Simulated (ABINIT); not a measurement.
Crystal: InPd.

```
In Pd
1.0
     3.27188    0.00000    0.00000
     0.00000    3.27188    0.00000
     0.00000    0.00000    3.27188
In Pd
1 1
Direct
  0.00000 0.00000 0.00000
  0.50000 0.50000 0.50000
```

The cell comes from a database or a generator and needn't be the stable form of this composition.

| Property | Result |
| --- | --- |
| Program | ABINIT 10.8.3 (patched build) |
| Task | relaxation of cell and atoms |
| Functional | LDA |
| Potentials or basis | PseudoDojo NC SR LDA v0.4.1 standard |
| Cutoff | 1116 eV |
| k mesh | 6 × 6 × 6 |
| Occupations | fermi-dirac, width 0.05 eV |
| Spin | no spin polarisation |

At the start: pressure -6.9 GPa; volume 17.51 Å³/atom.

Q: How do energy, volume and symmetry change on relaxing?

A: Over 5 steps the energy falls by 20.4 meV/atom and the volume is 16.62 Å³/atom (-5.1 %); space group Pm-3m (No. 221, to 0.05 Å).

Step by step:
```tsv
step	energy change (eV)	largest force (eV/Å)	pressure (GPa)	volume (Å³)
1	0.0000	0.0000	-6.92	35.03
2	-0.0260	0.0000	-4.35	34.29
3	-0.0406	0.0000	0.47	33.13
4	-0.0407	0.0000	-0.02	33.24
5	-0.0407	0.0000	0.00	33.24
```

Final structure:
```
In Pd
1.0
     3.21524    0.00000    0.00000
     0.00000    3.21524    0.00000
     0.00000    0.00000    3.21524
In Pd
1 1
Direct
  0.00000 0.00000 0.00000
  0.50000 0.50000 0.50000
```
